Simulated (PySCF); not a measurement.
# C16H20O2Ti (Ti(CH2Ph)2(OMe)2): the cost of one run

Computed with PySCF 2.14.0, with density-fitted response routines of our own, on a single molecule in the gas phase. Atoms are numbered from 0 throughout.

## 1. The starting structure

39 atoms, charge 0, multiplicity 1; geometry from: GFN2-xTB. The atoms were then displaced at random by about 0.03 Å, so the start is not that level's minimum.

Bonds of the start (Å): Ti0–C1 2.10, Ti0–C15 2.06, Ti0–O29 1.86, Ti0–O34 1.60, C1–C2 1.43, C1–H8 1.12, C1–H9 1.09, C2–C3 1.55, C2–C7 1.42, C3–C4 1.29, C3–H10 1.11, C4–C5 1.41, C4–H11 1.12, C5–C6 1.35, C5–H12 1.04, C6–C7 1.35, C6–H13 1.10, C7–H14 1.12, C15–C16 1.49, C15–H22 1.11, C15–H23 1.05, C16–C17 1.41, C16–C21 1.33, C17–C18 1.38, C17–H24 1.15, C18–C19 1.44, C18–H25 1.04, C19–C20 1.35, C19–H26 1.03, C20–C21 1.41 and more.

## 2. Relaxing the molecule at PBE0-D3(BJ)/def2-SVP

What the job is given:

```
{"job": {"xc": "PBE0", "basis": "def2-SVP", "d3": "d3bj", "grid": 1, "maxiter": 40, "shake": 0.03, "kind": "geom"}, "charge": 0, "multiplicity": 1}
Ti    -0.577760    -0.811540     0.586680
C     -1.420670    -0.449110     2.477540
C     -0.453090     0.590670     2.643560
C      0.916180     0.341310     3.330280
C      1.787540     1.282260     3.419840
C      1.596960     2.575130     2.892040
C      0.453080     2.836970     2.232920
C     -0.516390     1.900350     2.101430
H     -1.317560    -1.252300     3.246050
H     -2.434670    -0.052810     2.481670
H      0.940080    -0.651120     3.816620
H      2.730160     1.082630     3.998970
H      2.290680     3.345640     2.961290
H      0.220950     3.834000     1.829320
H     -1.511860     2.089420     1.616510
C      1.357710    -0.228930     0.176590
C      1.148110    -0.076920    -1.290890
C      1.073410    -1.202350    -2.129550
C      0.830930    -1.091810    -3.488190
C      0.540330     0.211890    -4.016400
C      0.613110     1.302520    -3.228310
C      0.947070     1.095740    -1.879040
H      2.033290    -1.091070     0.322810
H      1.731420     0.655860     0.595940
H      1.346100    -2.243770    -1.729720
H      0.783380    -1.894810    -4.140450
H      0.401110     0.255650    -5.034860
H      0.521710     2.309220    -3.578310
H      0.975890     2.010910    -1.232790
O     -1.728850     0.212830    -0.450710
C     -2.377160     0.137020    -1.614650
H     -1.862910    -0.612400    -2.358820
H     -2.325020     1.176310    -2.069000
H     -3.409160    -0.146930    -1.476540
O     -0.631470    -2.398250     0.418220
C     -1.100000    -3.530140    -0.214070
H     -0.430290    -4.311960    -0.030020
H     -1.124820    -3.387140    -1.323810
H     -2.125230    -3.781800     0.069820
```

On the command line:

```bash
> OMP_NUM_THREADS=2 python probes_run.py task.json out
```

This one command runs all jobs of the session in turn.

**Question.** How long does this first job take on 2 threads of Intel Xeon 6975P-C, shared host, and how much memory does it need?

About 23 min, with a peak of 4.2 GiB.
